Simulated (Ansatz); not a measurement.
**ZrP2: a short molecular-dynamics run**

All numbers below are computed with Ansatz 0.2.0 (DFT PBE, plane waves, PAW, scalar-relativistic, no spin polarisation).

### 1 Starting point

The cell holds 12 atoms (P8Zr4): a = 6.220 Å, b = 5.817 Å, c = 6.402 Å, α = 80.31°, β = 85.77°, γ = 88.88°.

Structure file:

```cif
data_structure
_symmetry_space_group_name_H-M 'P 1'
_symmetry_Int_Tables_number 1
_cell_length_a 6.2203
_cell_length_b 5.8174
_cell_length_c 6.4024
_cell_angle_alpha 80.308
_cell_angle_beta 85.773
_cell_angle_gamma 88.881
_cell_volume 227.74
loop_
_atom_site_label
_atom_site_type_symbol
_atom_site_fract_x
_atom_site_fract_y
_atom_site_fract_z
_atom_site_occupancy
Zr1 Zr 0.48128 0.28830 0.98925 1
Zr2 Zr 0.83126 0.01729 0.72477 1
Zr3 Zr 0.33115 0.96665 0.42790 1
Zr4 Zr 0.09554 0.47230 0.50778 1
P1 P 0.62437 0.83368 0.11746 1
P2 P 0.45682 0.75686 0.82067 1
P3 P 0.05932 0.24574 0.16210 1
P4 P 0.75585 0.46157 0.24885 1
P5 P 0.85880 0.54241 0.87911 1
P6 P 0.90697 0.88907 0.32640 1
P7 P 0.52522 0.34467 0.55063 1
P8 P 0.16769 0.93167 0.99202 1
```

### 2 The run

The input, input.yaml:

```yaml
crystal:
  lattice:
    - [6.2142, 0.165797, -0.22037]
    - [-0.017043, 5.779787, 0.660065]
    - [0.68816, 0.361134, 6.3551]
  atoms:
    - { symbol: Zr, position: [0.481278, 0.288295, 0.989246] }
    - { symbol: Zr, position: [0.831262, 0.017287, 0.724772] }
    - { symbol: Zr, position: [0.331155, 0.966654, 0.427898] }
    - { symbol: Zr, position: [0.095538, 0.472302, 0.507778] }
    - { symbol: P, position: [0.624374, 0.833677, 0.117457] }
    - { symbol: P, position: [0.456816, 0.756861, 0.820674] }
    - { symbol: P, position: [0.059318, 0.24574, 0.162098] }
    - { symbol: P, position: [0.755853, 0.461565, 0.248847] }
    - { symbol: P, position: [0.858803, 0.542409, 0.879113] }
    - { symbol: P, position: [0.906975, 0.889074, 0.326403] }
    - { symbol: P, position: [0.525222, 0.344671, 0.550625] }
    - { symbol: P, position: [0.167686, 0.931666, 0.992019] }
kpoints:
  mp_grid: { grid: [3, 3, 3] }
magnetization:
  spin_polarized: false
scf:
  occupations: { method: fermi_dirac, width: 0.05 }
hamiltonian:
  pseudopotentials: { kind: paw }
  xc: pbe
basis:
  ecutwfc: 420
md:
  timestep: 0.5
  n_steps: 60
  ensemble: nvt_langevin
  temperature: 300.0
  initial_velocities: maxwell_boltzmann
  seed: 816242
```

The run is started by

```console
$ ansatz run input.yaml --threads 2 --pin off --max-ram 2560MiB --backend cpu --events-out ev --progress --plain --runs-dir out
```

What time and memory should one allow on 2 threads of Arm Neoverse V1, shared host?

About 6.3 min, with a peak of 0.6 GiB.
